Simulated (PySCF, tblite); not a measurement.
# CH₂Cl₂F₄Ga₂: geometry, infrared bands and NMR shifts

Wanted: the infrared bands and NMR shifts of CH₂Cl₂F₄Ga₂ (`F[CH](F)[GaH-]1[Cl+][Ga-]([F])([F])[Cl+]1`), by calculation.

The runs use tblite 0.8.0 and PySCF 2.14.0, with density-fitted response routines of our own; the level of theory stands in each step. All values are computed, except where a source is named. Atoms are numbered from 0 throughout.

### 1 The starting structure

11 atoms, charge 0, multiplicity 1; geometry from: force field or distance geometry start.

Bonds of the start (Å): F0–C1 1.37, C1–F2 1.39, C1–Ga3 2.01, Ga3–Cl4 2.23, Cl4–Ga5 2.20, Ga5–F6 1.79, Ga5–F7 1.80, Ga5–Cl8 2.21, Cl8–Ga3 2.19, C1–H9 1.11, Ga3–H10 1.61.

### 2 Relaxing the molecule with GFN2-xTB

The job: settings as JSON, then the geometry in Å.

```
{"job": {"kind": "relax", "xc": "GFN2-xTB", "basis": "xTB"}, "charge": 0, "multiplicity": 1}
F     -2.372500     1.606700    -0.521200
C     -1.748900     0.723500     0.316600
F     -2.686900    -0.040200     1.009000
Ga    -0.639900    -0.604200    -0.709100
Cl     0.662700    -1.629300     0.779800
Ga     2.220800    -0.194800     0.189400
F      2.312700     1.300800     1.160900
F      3.797900    -1.033100    -0.056900
Cl     1.133100     0.249400    -1.679600
H     -1.149900     1.224100     1.102400
H     -1.523700    -1.600200    -1.617100
```

Run with:

```sh
$ OMP_NUM_THREADS=1 python probes_run.py task.json out
```

This one command runs all jobs of the session in turn.

**Question.** This job is followed by: GFN2-xTB harmonic vibrations, gas phase; GIAO PBE0/pcSseg-1 NMR shielding, non-relativistic, gas phase. Predict these results of the whole session: strongest single infrared mode (GFN2-xTB); zero-point energy (GFN2-xTB); ¹³C shifts against TMS (PBE0/pcSseg-1); ¹H shifts against TMS (PBE0/pcSseg-1); ¹⁹F shifts against CFCl3 (PBE0/pcSseg-1, means over atoms taken as alike); ³⁵Cl shifts against HCl (PBE0/pcSseg-1, means over atoms taken as alike); shieldings of Ga (PBE0/pcSseg-1); surface potential, 1st and 99th percentile.

The runs gave:

| quantity | value |
| --- | --- |
| strongest single infrared mode (GFN2-xTB) | 824 cm⁻¹, 144 km/mol |
| zero-point energy (GFN2-xTB) | 19.6 kcal/mol |
| ¹³C shifts against TMS (PBE0/pcSseg-1) | 142.3 ppm |
| ¹H shifts against TMS (PBE0/pcSseg-1) | 7.35, 5.16 ppm |
| ¹⁹F shifts against CFCl3 (PBE0/pcSseg-1, means over atoms taken as alike) | -129.7, -172.8, -175.7 ppm |
| ³⁵Cl shifts against HCl (PBE0/pcSseg-1, means over atoms taken as alike) | 56 ppm |
| shieldings of Ga (PBE0/pcSseg-1) | Ga3 1562.7, Ga5 1574.9 ppm |
| surface potential, 1st and 99th percentile | -1.23 V and 2.17 V |

What this shows: Over 78 steps the energy fell by 0.495 eV; of the close pairs, Ga3–Cl8 changed most, 2.194 to 2.293 Å. All 27 modes are real, so the xTB geometry is a minimum. The strongest single mode, at 824 cm⁻¹, moves mainly C1. GFN2-xTB is a fitted tight-binding method: band positions and strengths are rough. Its intensities can rank the bands wrongly. The most deshielded hydrogen is H9 (hydrogen on an sp3 CH bonded to 2 F and Ga), at 7.35 ppm: its carbon carries F, which withdraws density. At PBE0/pcSseg-1: The widest tensor belongs to Ga3: span 368 ppm, with a paramagnetic part of -1073 ppm. By nearest atom (PBE0/pcSseg-1), the HOMO sits on C1 34 %; F0, F2 about 16 % each and the LUMO on Ga5 39 %; Cl4, Cl8 about 16 % each. Spin-orbit coupling is left out, which matters for shieldings and couplings at and beside the heavy atoms.
